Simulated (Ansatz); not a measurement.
# SrGaGe: straining the crystal, a stretch of c alone

A series on SrGaGe: a stretch of c alone, -6 to +6 %; the rest of the cell is held and the atoms relax. Wanted: energy, stress and any gap along the series.

Program: Ansatz 0.2.0. Level of theory: DFT r2SCAN, scalar-relativistic, plane waves, PAW. These are calculated values, not measurements.

2 further runs of the same task are left out: 2 set aside as unsound or not needed.

## Step 1: The system as given

Symmetry: P-6m2, No. 187, hexagonal system. Conventional cell: a = 4.260 Å, b = 4.260 Å, c = 4.724 Å, α = 90.00°, β = 90.00°, γ = 120.00°. Sr (site symmetry -6m2) has 6 Ga at 3.41 Å and 6 Ge at 3.41 Å as nearest neighbours. Around Ga (site symmetry -6m2) lie 3 Ge at 2.46 Å. Around Ge (site symmetry -6m2) lie 3 Ga at 2.46 Å.

Coordinates:

```cif
data_structure
_symmetry_space_group_name_H-M 'P 1'
_symmetry_Int_Tables_number 1
_cell_length_a 4.2600
_cell_length_b 4.2600
_cell_length_c 4.7239
_cell_angle_alpha 90.000
_cell_angle_beta 90.000
_cell_angle_gamma 120.000
_cell_volume 74.24
loop_
_atom_site_label
_atom_site_type_symbol
_atom_site_fract_x
_atom_site_fract_y
_atom_site_fract_z
_atom_site_occupancy
Sr1 Sr 0.00000 0.00000 0.00000 1
Ga1 Ga 0.33333 0.66667 0.50000 1
Ge1 Ge 0.66667 0.33333 0.50000 1
```

It goes back to an entry of the Materials Project, which need not be the stable form.

It is the result of an earlier relaxation at this level (volume 24.75 Å³/atom; gap on the mesh: none (metal)).

## Step 2: The unstrained reference

input.yaml

```yaml
crystal:
  lattice:
    - [4.2599712952, 0.0, 0.0]
    - [-2.1299856476, 3.689243361, 0.0]
    - [0.0, 0.0, 4.7239108544]
  atoms:
    - { symbol: Sr, position: [0.0, 0.0, 0.0] }
    - { symbol: Ga, position: [0.3333333333, 0.6666666667, 0.5] }
    - { symbol: Ge, position: [0.6666666667, 0.3333333333, 0.5] }
basis:
  ecutwfc: 500
kpoints:
  mp_grid: { grid: [12, 12, 10] }
hamiltonian:
  xc: r2scan
scf:
  occupations: { method: gaussian, width: 0.1 }
output:
  forces: true
  stress: true
  eigenvalues: true
```

Run with:

```sh
$ ansatz run input.yaml --threads 1 --pin off --max-ram 1331MiB --backend cpu --events-out ev --progress --plain --runs-dir out
```

Further runs follow: the cell strained by -2.0 %; strain +2.0 %; strain -4.0 %; strain +4.0 %; At -6.0 %; At +6.0 %.

**Question.** What will these runs give? Wanted: (1/V) d²E/dε² at zero strain, cubic fit.

**Answer**, as computed:

```
                               quantity                    value
                    largest energy cost  24.1 meV/atom at -6.0 %
(1/V) d²E/dε² at zero strain, cubic fit                   80 GPa
```

From the curvature follows the elastic constant along c at held a and b: 80 GPa. Compression by 6 % costs 24.1 meV/atom and stretching 20.4.
